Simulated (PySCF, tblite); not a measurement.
# C6H8OSe: a rotation path, then NMR shifts on frames, part 2 of 2

tblite 0.8.0 and PySCF 2.14.0. Atoms count from 0. The steps go on from the part before.

### 5 Shielding tensors: image 4, PBE0/pcSseg-1

The job: settings as JSON, then the geometry in Å.

```
{"job": {"kind": "nmr", "xc": "PBE0", "basis": "pcSseg-1", "pop": false}, "charge": 0, "multiplicity": 1}
C      2.643500    -0.497600     0.022000
C      1.692300     0.292200     0.879900
O      2.034300     0.973600     1.811200
C      0.264600     0.150400     0.483500
C     -0.424900     0.923800    -0.345100
C     -1.890100     0.653500    -0.514600
C     -2.201000    -0.754400    -0.011100
Se    -0.766300    -1.265900     1.262900
H      2.537800    -0.184800    -1.015000
H      2.384400    -1.553500     0.084100
H      3.666600    -0.347400     0.356700
H      0.016900     1.768900    -0.848800
H     -2.185600     0.760200    -1.560700
H     -2.444900     1.398500     0.064300
H     -3.160200    -0.824100     0.500400
H     -2.175100    -1.484400    -0.822000
```

Method: GIAO PBE0/pcSseg-1 NMR shielding, non-relativistic, gas phase.

Log:

```text
coarse grid: 63368 points
cycle   1  E = -2709.1257186577  dE =  2.120e-01  |g| = 1.035e+00  |ddm| = 3.928e+00
cycle   2  E = -2708.7167401563  dE =  4.090e-01  |g| = 1.705e+00  |ddm| = 2.660e+00
cycle   3  E = -2709.2428641972  dE = -5.261e-01  |g| = 3.609e-01  |ddm| = 2.264e+00
cycle   4  E = -2709.2660251541  dE = -2.316e-02  |g| = 9.695e-02  |ddm| = 3.485e-01
cycle   5  E = -2709.2677501343  dE = -1.725e-03  |g| = 3.394e-02  |ddm| = 1.224e-01
cycle   6  E = -2709.2680471066  dE = -2.970e-04  |g| = 9.191e-03  |ddm| = 4.185e-02
cycle   7  E = -2709.2680649553  dE = -1.785e-05  |g| = 3.013e-03  |ddm| = 9.297e-03
cycle   8  E = -2709.2680670348  dE = -2.079e-06  |g| = 1.290e-03  |ddm| = 4.891e-03
final grid: 134512 points
cycle   9  E = -2709.2680796443  dE =  8.981e-07  |g| = 2.341e-03  |ddm| = 4.282e-03
cycle  10  E = -2709.2680758784  dE =  3.766e-06  |g| = 4.619e-03  |ddm| = 6.316e-03
cycle  11  E = -2709.2680809685  dE = -5.090e-06  |g| = 3.778e-04  |ddm| = 4.172e-03
cycle  12  E = -2709.2680809992  dE = -3.066e-08  |g| = 5.509e-05  |ddm| = 3.792e-04
cycle  13  E = -2709.2680809998  dE = -6.526e-10  |g| = 8.394e-06  |ddm| = 5.422e-05
converged SCF energy = -2709.2680809998

GIAO shielding tensors (ppm)
atom      isotropic    diamagn.    paramagn.     s11        s22        s33       span
  0 C      152.412     252.492    -100.081    127.754    137.894    191.587     63.833
  1 C      -20.472     244.012    -264.484   -109.661    -47.067     95.313    204.974
  2 O     -379.338     395.645    -774.983  -1034.351   -435.279    331.617   1365.968
  3 C       33.041     265.143    -232.102    -63.200     59.518    102.805    166.004
  4 C       62.334     251.761    -189.427    -19.017     74.115    131.904    150.921
  5 C      144.581     248.089    -103.508    109.697    155.175    168.871     59.175
  6 C      149.022     248.070     -99.047    100.030    169.948    177.089     77.059
  7 Se    1279.019    2997.263   -1718.244    720.478    983.214   2133.365   1412.887
  8 H       29.290      30.057      -0.767     25.807     29.850     32.214      6.407
  9 H       28.852      29.463      -0.611     24.722     30.612     31.221      6.499
 10 H       29.678      27.749       1.928     26.486     27.085     35.462      8.976
 11 H       26.436      32.898      -6.461     24.178     25.283     29.847      5.669
 12 H       28.645      29.178      -0.532     24.016     26.463     35.457     11.441
 13 H       28.534      28.997      -0.463     23.713     26.557     35.334     11.621
 14 H       28.476      28.824      -0.348     23.265     26.195     35.969     12.704
 15 H       28.059      29.795      -1.736     21.477     26.792     35.908     14.431
```

Run time: 30 s. Hardware: 1 thread of Arm Neoverse V1, shared host; peak memory 0.98 GiB.

This run: δ C1 207.4, C3 153.9, C4 124.6, C5 42.3, H11 5.28, H15 3.66 ppm.

### 6 NMR shieldings: image 6, PBE0/pcSseg-1

The job: settings as JSON, then the geometry in Å.

```
{"job": {"kind": "nmr", "xc": "PBE0", "basis": "pcSseg-1", "pop": false}, "charge": 0, "multiplicity": 1}
C      2.649800    -0.189500    -0.086300
C      1.640300     0.015200     1.011900
O      1.924300     0.119100     2.180200
C      0.236600     0.010800     0.561300
C     -0.312900     0.650800    -0.470500
C     -1.798400     0.557900    -0.632500
C     -2.304800    -0.643900     0.162300
Se    -1.007800    -0.968800     1.633100
H      2.523600     0.562100    -0.861200
H      2.468400    -1.165900    -0.533400
H      3.659100    -0.153900     0.313900
H      0.247700     1.299400    -1.125000
H     -2.067800     0.468300    -1.687600
H     -2.250600     1.480500    -0.254800
H     -3.293800    -0.488600     0.589800
H     -2.321100    -1.544500    -0.453500
```

Method: GIAO PBE0/pcSseg-1 NMR shielding, non-relativistic, gas phase.

Log:

```text
coarse grid: 63368 points
cycle   1  E = -2709.1331136641  dE =  2.205e-01  |g| = 1.026e+00  |ddm| = 3.955e+00
cycle   2  E = -2708.7214966340  dE =  4.116e-01  |g| = 1.694e+00  |ddm| = 2.808e+00
cycle   3  E = -2709.2465237660  dE = -5.250e-01  |g| = 3.757e-01  |ddm| = 2.408e+00
cycle   4  E = -2709.2710011959  dE = -2.448e-02  |g| = 1.002e-01  |ddm| = 3.763e-01
cycle   5  E = -2709.2727751476  dE = -1.774e-03  |g| = 3.661e-02  |ddm| = 1.469e-01
cycle   6  E = -2709.2731584748  dE = -3.833e-04  |g| = 1.087e-02  |ddm| = 5.929e-02
cycle   7  E = -2709.2731869615  dE = -2.849e-05  |g| = 3.920e-03  |ddm| = 1.327e-02
cycle   8  E = -2709.2731903605  dE = -3.399e-06  |g| = 1.420e-03  |ddm| = 4.219e-03
final grid: 134512 points
cycle   9  E = -2709.2732598183  dE =  1.074e-06  |g| = 2.642e-03  |ddm| = 5.080e-03
cycle  10  E = -2709.2732553462  dE =  4.472e-06  |g| = 5.146e-03  |ddm| = 7.495e-03
cycle  11  E = -2709.2732614282  dE = -6.082e-06  |g| = 3.410e-04  |ddm| = 5.134e-03
cycle  12  E = -2709.2732614537  dE = -2.552e-08  |g| = 5.896e-05  |ddm| = 3.513e-04
cycle  13  E = -2709.2732614545  dE = -7.813e-10  |g| = 1.081e-05  |ddm| = 5.818e-05
converged SCF energy = -2709.2732614545

GIAO shielding tensors (ppm)
atom      isotropic    diamagn.    paramagn.     s11        s22        s33       span
  0 C      154.799     253.204     -98.404    135.054    139.244    190.101     55.047
  1 C      -15.434     243.942    -259.376   -103.914    -40.751     98.363    202.277
  2 O     -336.325     395.963    -732.288   -934.654   -410.917    336.595   1271.249
  3 C       27.243     264.655    -237.412    -53.528     40.940     94.317    147.846
  4 C       55.492     252.858    -197.366    -35.198     66.967    134.706    169.904
  5 C      144.536     248.028    -103.491    111.677    155.082    166.850     55.173
  6 C      151.435     248.125     -96.689    106.578    169.936    177.792     71.215
  7 Se    1316.650    2996.931   -1680.281    784.165   1063.685   2102.099   1317.933
  8 H       29.101      30.661      -1.560     25.142     30.202     31.958      6.816
  9 H       29.386      29.919      -0.533     25.927     29.536     32.694      6.767
 10 H       29.696      27.659       2.037     26.194     27.406     35.488      9.294
 11 H       25.885      33.518      -7.633     23.318     25.838     28.498      5.180
 12 H       28.668      29.261      -0.593     23.811     26.515     35.678     11.868
 13 H       28.491      29.095      -0.604     23.818     26.680     34.975     11.157
 14 H       28.672      28.766      -0.094     23.422     26.441     36.154     12.732
 15 H       28.293      29.771      -1.478     21.798     26.834     36.246     14.448
```

Run time: 30 s. Hardware: 1 thread of Arm Neoverse V1, shared host; peak memory 0.98 GiB.

This run: δ C1 202.4, C3 159.7, C4 131.4, C5 42.4, H11 5.83, H15 3.42 ppm.

### 7 NMR shieldings: image 8, PBE0/pcSseg-1

The job: settings as JSON, then the geometry in Å.

```
{"job": {"kind": "nmr", "xc": "PBE0", "basis": "pcSseg-1", "pop": false}, "charge": 0, "multiplicity": 1}
C      2.710600     0.105900    -0.022400
C      1.617500    -0.284200     0.934800
O      1.823600    -0.703600     2.052100
C      0.232100    -0.141300     0.480000
C     -0.287600     0.360600    -0.644200
C     -1.779000     0.432300    -0.731200
C     -2.390800    -0.475900     0.336500
Se    -1.039200    -0.738700     1.768400
H      2.620000     1.161000    -0.272000
H      2.621900    -0.472700    -0.939100
H      3.678900    -0.077700     0.435100
H      0.307500     0.754100    -1.453300
H     -2.128100     0.143300    -1.725400
H     -2.081600     1.473600    -0.573100
H     -3.299300    -0.062900     0.769100
H     -2.614100    -1.464700    -0.067600
```

Method: GIAO PBE0/pcSseg-1 NMR shielding, non-relativistic, gas phase.

Log:

```text
coarse grid: 63368 points
cycle   1  E = -2709.1384219908  dE =  2.299e-01  |g| = 1.017e+00  |ddm| = 4.014e+00
cycle   2  E = -2708.7158949047  dE =  4.225e-01  |g| = 1.688e+00  |ddm| = 3.109e+00
cycle   3  E = -2709.2481463339  dE = -5.323e-01  |g| = 3.920e-01  |ddm| = 2.713e+00
cycle   4  E = -2709.2747576340  dE = -2.661e-02  |g| = 1.077e-01  |ddm| = 4.124e-01
cycle   5  E = -2709.2766758449  dE = -1.918e-03  |g| = 4.737e-02  |ddm| = 1.703e-01
cycle   6  E = -2709.2773133593  dE = -6.375e-04  |g| = 1.464e-02  |ddm| = 7.174e-02
cycle   7  E = -2709.2773649307  dE = -5.157e-05  |g| = 4.331e-03  |ddm| = 1.603e-02
cycle   8  E = -2709.2773695281  dE = -4.597e-06  |g| = 1.398e-03  |ddm| = 5.402e-03
final grid: 134512 points
cycle   9  E = -2709.2773687386  dE =  8.602e-07  |g| = 2.441e-03  |ddm| = 4.615e-03
cycle  10  E = -2709.2773647809  dE =  3.958e-06  |g| = 4.894e-03  |ddm| = 7.245e-03
cycle  11  E = -2709.2773700438  dE = -5.263e-06  |g| = 4.587e-04  |ddm| = 5.153e-03
cycle  12  E = -2709.2773700919  dE = -4.811e-08  |g| = 6.171e-05  |ddm| = 4.953e-04
cycle  13  E = -2709.2773700928  dE = -8.986e-10  |g| = 1.284e-05  |ddm| = 6.354e-05
converged SCF energy = -2709.2773700928

GIAO shielding tensors (ppm)
atom      isotropic    diamagn.    paramagn.     s11        s22        s33       span
  0 C      159.708     253.178     -93.470    140.057    146.664    192.403     52.346
  1 C       -8.571     244.228    -252.800    -97.040    -33.412    104.738    201.778
  2 O     -347.915     398.393    -746.308   -919.878   -397.868    274.000   1193.878
  3 C       22.456     263.050    -240.595    -43.526     43.183     67.710    111.236
  4 C       50.723     252.448    -201.725    -45.017     60.558    136.629    181.646
  5 C      142.734     247.777    -105.043    106.778    154.084    167.339     60.561
  6 C      155.530     247.923     -92.392    115.342    171.380    179.869     64.527
  7 Se    1381.533    2997.061   -1615.528    936.511   1080.874   2127.214   1190.703
  8 H       29.193      30.090      -0.896     25.392     29.414     32.774      7.382
  9 H       29.227      30.294      -1.067     25.416     29.459     32.806      7.390
 10 H       29.547      27.068       2.479     25.882     27.633     35.127      9.245
 11 H       25.562      33.726      -8.164     23.591     25.389     27.704      4.113
 12 H       28.430      29.108      -0.677     23.349     26.734     35.207     11.858
 13 H       28.331      29.186      -0.855     23.424     26.964     34.604     11.180
 14 H       28.920      28.863       0.056     23.608     26.868     36.283     12.675
 15 H       28.447      29.609      -1.162     21.759     27.171     36.410     14.651
```

Wall time 30 s (1 thread of Arm Neoverse V1, shared host); peak memory 0.98 GiB.

This run: δ C1 195.5, C3 164.5, C4 136.2, C5 44.2, H11 6.16, H13 3.39 ppm.

### 8 Comparing the runs: NMR shifts

Shifts (ppm) of some atoms, chosen among heavy atoms and hydrogens apart, with basis size and wall time:

| frame | C1 | C3 | C4 | H11 | H9 | O2 | Se7 | functions | time |
| --- | --- | --- | --- | --- | --- | --- | --- | --- | --- |
| image 0 | 195.0 | 152.6 | 144.0 | 6.85 | 2.27 | 637.9 | 312 | 200 | 30 s |
| image 2 | 199.7 | 153.7 | 136.5 | 6.12 | 2.43 | 674.7 | 376 | 200 | 30 s |
| image 4 | 207.4 | 153.9 | 124.6 | 5.28 | 2.87 | 715.4 | 479 | 200 | 30 s |
| image 6 | 202.4 | 159.7 | 131.4 | 5.83 | 2.33 | 672.4 | 442 | 200 | 30 s |
| image 8 | 195.5 | 164.5 | 136.2 | 6.16 | 2.49 | 684.0 | 377 | 200 | 30 s |

### 9 Summary of results

This closing draws on all 2 parts.

```
                                          quantity                                               value
                                           barrier                  0.206 eV (4.8 kcal/mol) at image 4
                             end to end (GFN2-xTB)                                            0.011 eV
   13C shifts against TMS (PBE0/pcSseg-1, image 0)           195.0, 152.6, 144.0, 41.3, 36.7, 33.5 ppm
    1H shifts against TMS (PBE0/pcSseg-1, image 0)  6.85, 3.63, 3.17, 3.15, 3.15, 2.56, 2.27, 2.06 ppm
   17O shifts against H2O (PBE0/pcSseg-1, image 0)                                           637.9 ppm
77Se shifts against Me2Se (PBE0/pcSseg-1, image 0)                                             312 ppm
                         range of the shift of Se7                                      312 to 479 ppm
```

Along the band the dihedral turns by 180°, and the top (dihedral 89°) lies 4.8 kcal/mol above the start (GFN2-xTB, rough), so at room temperature this motion is fast. Ends this close can change order at a higher level. The top was not checked by a frequency run. Shifts at one fixed geometry are not the observed spectrum, which averages over the motion. In the first frame run (image 0): Shielding is most anisotropic at O2 (span 1205 ppm, paramagnetic term -702 ppm). In ppm, Se7 moves most: its shift spreads over 167 ppm, from 312 (image 0) to 479 (image 4). Spin-orbit coupling is left out, which matters for shieldings and couplings at and beside the heavy atoms.
